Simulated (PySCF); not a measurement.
# F3H3InP: the cost of one run

Programs: PySCF 2.14.0, with routines of our own; each step states its level. All values are computed. Atoms count from 0.

## 1. The starting structure

8 atoms, charge 0, multiplicity 1; geometry from: GFN2-xTB.

## 2. Relaxing the molecule at PBE0-D3(BJ)/def2-SVP

The job: settings as JSON, then the geometry in Å.

```
{"job": {"xc": "PBE0", "basis": "def2-SVP", "d3": "d3bj", "grid": 1, "maxiter": 30, "shake": 0.01, "kind": "geom"}, "charge": 0, "multiplicity": 1}
F     -1.820380     1.564120    -0.085380
P     -1.058070     0.408100    -0.808310
F     -1.071920    -0.490890     0.540570
F     -2.342370    -0.309060    -1.325440
In     1.511600    -0.329030     0.430700
H      1.269550    -1.243740    -0.983880
H      1.156430     1.357690     0.418220
H      2.410300    -0.976340     1.761050
```

Run with:

```sh
OMP_NUM_THREADS=1 python heavy_run.py task.json out
```

The driver reads the jobs from task.json and runs them one after another.

**Question.** How long does this first job take on 1 thread of AMD EPYC 7B13, shared host, and how much memory does it need?

About 2.1 min, with a peak of 0.43 GiB.
